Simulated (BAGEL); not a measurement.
**B3LYP/6-31G(d) (density fitting with qzvpp-jkfit, spherical functions) run of AlNH2BrCl (SMILES [NH2][Al]([Cl])[Br])**

Aim: the energy change on altering one bond length of AlNH2BrCl at B3LYP/6-31G* (density fitting with qzvpp-jkfit, spherical functions), from 2 runs. 

The calculation is run with BAGEL 1.2.2.

34 further runs of the same task are left out: 2 for a known fault of the program, 32 set aside as unsound or not needed.

### 1 The structure to begin with

The species is AlNH2BrCl (6 atoms), meant as a singlet with charge 0. SMILES: `[NH2][Al]([Cl])[Br]`. The shape is that of a PBE0-D4/def2-TZVP optimisation.

Bond lengths: N1–Al2 1.747 Å, Al2–Cl3 2.083 Å, Al2–Br4 2.240 Å, N1–H5 1.007 Å, N1–H6 1.006 Å. Angles: N1–Al2–Cl3 119.9°, N1–Al2–Br4 120.0°, Cl3–Al2–Br4 120.1°, Al2–N1–H5 124.4°, Al2–N1–H6 124.3°, H5–N1–H6 111.3°.

### 2 The energy at B3LYP/6-31G(d) (density fitting with qzvpp-jkfit, spherical functions)

File dft.json:

```json
{ "bagel" : [

{
  "title" : "molecule",
  "basis" : "6-31gs.json",
  "df_basis" : "qzvpp-jkfit",
  "angstrom" : "true",
  "geometry" : [
    { "atom" : "N", "xyz" : [      -0.060200,       1.030300,      -0.052300 ] },
    { "atom" : "Al", "xyz" : [       0.078100,      -0.708400,       0.049200 ] },
    { "atom" : "Cl", "xyz" : [       1.403900,      -1.566700,       1.407100 ] },
    { "atom" : "Br", "xyz" : [      -1.169000,      -2.010900,      -1.279100 ] },
    { "atom" : "H", "xyz" : [       0.466800,       1.676700,       0.511400 ] },
    { "atom" : "H", "xyz" : [      -0.677500,       1.514900,      -0.682400 ] }
  ]
},

{
  "title" : "ks",
  "xc_func" : "b3lyp"
},

{
  "title" : "print",
  "file" : "orbitals.molden",
  "orbitals" : "true"
}

]}
```

The basis set 6-31G* is read from a file made from the Basis Set Exchange's data (not shown).

Launch:

```
$ BAGEL_NUM_THREADS=1 BAGEL dft.json > dft.out
```

The program printed:

```text
* using 1 threads per process

  ===============================================================
  ===============================================================

  *** Geometry ***

  { "atom" : "N", "xyz" : [     -0.113762,      1.946985,     -0.098833 ] },
  { "atom" : "Al", "xyz" : [      0.147588,     -1.338682,      0.092975 ] },
  { "atom" : "Cl", "xyz" : [      2.652987,     -2.960634,      2.659034 ] },
  { "atom" : "Br", "xyz" : [     -2.209090,     -3.800050,     -2.417149 ] },
  { "atom" : "H", "xyz" : [      0.882124,      3.168504,      0.966406 ] },
  { "atom" : "H", "xyz" : [     -1.280289,      2.862746,     -1.289549 ] },

  Number of auxiliary basis functions:      635

  Since a DF basis is specified, we compute 2- and 3-index integrals:
    o Being stored without compression. Storage requirement is 0.038 GB

  Number of basis functions:       86
  Number of electrons      :       74

    * METHOD: MOLECULE                             0.72

  *** Kohn-Sham DFT ***

    * Removing 10271 points whose weight is below 1.00e-10
    * Grid points: 79165

  === Nuclear Repulsion ===
   358.9739411467

       - DIIS with orbital gradients will be used.

  === KS iteration (b3lyp / 6-31gs.json) ===
      0      -3190.04231383          0.12792914           0.80
      1      -2854.35547254          0.19857552           0.56
      2      -2950.98345932          0.12477320           0.59
      3      -3116.11656265          0.15447422           0.57
      4      -3313.85695023          0.13339263           0.55
      5      -3328.56597754          0.07764732           0.56
      6      -3331.57501697          0.04709011           0.57
      7      -3319.68439684          0.09342079           0.54
      8      -3332.27917870          0.02519701           0.56
      9      -3332.59708714          0.00774511           0.54
     10      -3332.62790877          0.00204705           0.54
     11      -3332.63040364          0.00044462           0.54
     12      -3332.63051389          0.00009660           0.54
     13      -3332.63052039          0.00003843           0.55
     14      -3332.63052205          0.00000808           0.54
     15      -3332.63052210          0.00000393           0.55
     16      -3332.63052212          0.00000074           0.56
     17      -3332.63052212          0.00000036           0.56
     18      -3332.63052212          0.00000004           0.55
     19      -3332.63052212          0.00000002           0.54
     20      -3332.63052212          0.00000001           0.53
    * SCF iteration converged.

    * Permanent dipole moment:
           (    0.110902,    -1.069853,     0.089493) a.u.

    * METHOD: KS                                  12.40

    * METHOD: PRINT                                0.02

  ===============================================================
```

Wall time 14 s (1 thread of Intel Xeon Platinum 8259CL at 2.50GHz (Skylake/Cascade Lake), shared host); peak memory 0.4 GiB.

### 3 The distorted shape

File input.json:

```json
{ "bagel" : [

{
  "title" : "molecule",
  "basis" : "6-31gs.json",
  "df_basis" : "qzvpp-jkfit",
  "angstrom" : true,
  "geometry" : [
    { "atom" : "N", "xyz" : [    0.125007,    0.884907,    0.136747 ] },
    { "atom" : "Al", "xyz" : [    0.263307,   -0.853793,    0.238247 ] },
    { "atom" : "Cl", "xyz" : [    1.589107,   -1.712093,    1.596147 ] },
    { "atom" : "Br", "xyz" : [   -0.983793,   -2.156293,   -1.090053 ] },
    { "atom" : "H", "xyz" : [    0.652007,    1.531307,    0.700447 ] },
    { "atom" : "H", "xyz" : [   -0.677500,    1.514900,   -0.682400 ] }
  ]
},
{ "title" : "ks", "xc_func" : "b3lyp" },
{ "title" : "print", "file" : "orbitals.molden", "orbitals" : true }

]}
```

The basis set 6-31G* is read from a file made from the Basis Set Exchange's data (not shown).

Launch:

```
$ BAGEL_NUM_THREADS=1 BAGEL input.json > input.out
```

The program printed:

```text
* using 1 threads per process

  ===============================================================
  ===============================================================

  *** Geometry ***

  { "atom" : "N", "xyz" : [      0.236229,      1.672232,      0.258414 ] },
  { "atom" : "Al", "xyz" : [      0.497578,     -1.613435,      0.450222 ] },
  { "atom" : "Cl", "xyz" : [      3.002977,     -3.235387,      3.016281 ] },
  { "atom" : "Br", "xyz" : [     -1.859099,     -4.074803,     -2.059902 ] },
  { "atom" : "H", "xyz" : [      1.232115,      2.893751,      1.323653 ] },
  { "atom" : "H", "xyz" : [     -1.280289,      2.862746,     -1.289549 ] },

  Number of auxiliary basis functions:      635

  Since a DF basis is specified, we compute 2- and 3-index integrals:
    o Being stored without compression. Storage requirement is 0.038 GB

  Number of basis functions:       86
  Number of electrons      :       74

    * METHOD: MOLECULE                             0.66

  *** Kohn-Sham DFT ***

    * Removing 9919 points whose weight is below 1.00e-10
    * Grid points: 79517

  === Nuclear Repulsion ===
   357.5555771683

       - DIIS with orbital gradients will be used.

  === KS iteration (b3lyp / 6-31gs.json) ===
      0      -3190.68599287          0.12783725           0.65
      1      -2855.33915525          0.20657436           0.54
      2      -2951.76156456          0.12520411           0.57
      3      -3117.25669593          0.15636421           0.54
      4      -3312.26317285          0.13059013           0.53
      5      -3325.69883114          0.07031531           0.54
      6      -3331.89503819          0.03361358           0.53
      7      -3323.07962723          0.08180748           0.53
      8      -3332.33663954          0.02140512           0.54
      9      -3332.52252248          0.00864095           0.53
     10      -3332.58852143          0.00102556           0.53
     11      -3332.58915240          0.00032824           0.54
     12      -3332.58921913          0.00010923           0.53
     13      -3332.58922528          0.00001102           0.53
     14      -3332.58922538          0.00000382           0.53
     15      -3332.58922539          0.00000089           0.54
     16      -3332.58922539          0.00000051           0.55
     17      -3332.58922539          0.00000014           0.54
     18      -3332.58922539          0.00000003           0.53
     19      -3332.58922539          0.00000001           0.53
    * SCF iteration converged.

    * Permanent dipole moment:
           (    0.132738,    -1.104928,     0.111344) a.u.

    * METHOD: KS                                  11.42

    * METHOD: PRINT                                0.02

  ===============================================================
```

Run time: 13 s. Hardware: 1 thread of Intel Xeon Platinum 8259CL at 2.50GHz (Skylake/Cascade Lake), shared host; peak memory 0.41 GiB.

### 4 Summary of results

At B3LYP/6-31G* (density fitting with qzvpp-jkfit, spherical functions):

| quantity | value |
| --- | --- |
| first shape: total energy | -3332.63052 Eh |
| first shape: dipole moment | 2.74 D |
| first shape: HOMO energy | -7.56 eV |
| first shape: LUMO energy | -0.91 eV |
| first shape: HOMO–LUMO gap | 6.65 eV |
| distorted shape: total energy | -3332.58923 Eh |
| distorted shape: dipole moment | 2.84 D |
| distorted shape: HOMO energy | -7.46 eV |
| distorted shape: LUMO energy | -1.15 eV |
| distorted shape: HOMO–LUMO gap | 6.32 eV |
| energy change with the N1–H6 bond stretched from 1.006 to 1.308 Å | 1.124 eV |

With the N1–H6 bond stretched from 1.006 to 1.308 Å the energy rises by 1.12 eV (26 kcal/mol). The first shape isn't relaxed at this level, so the change isn't measured from a minimum.
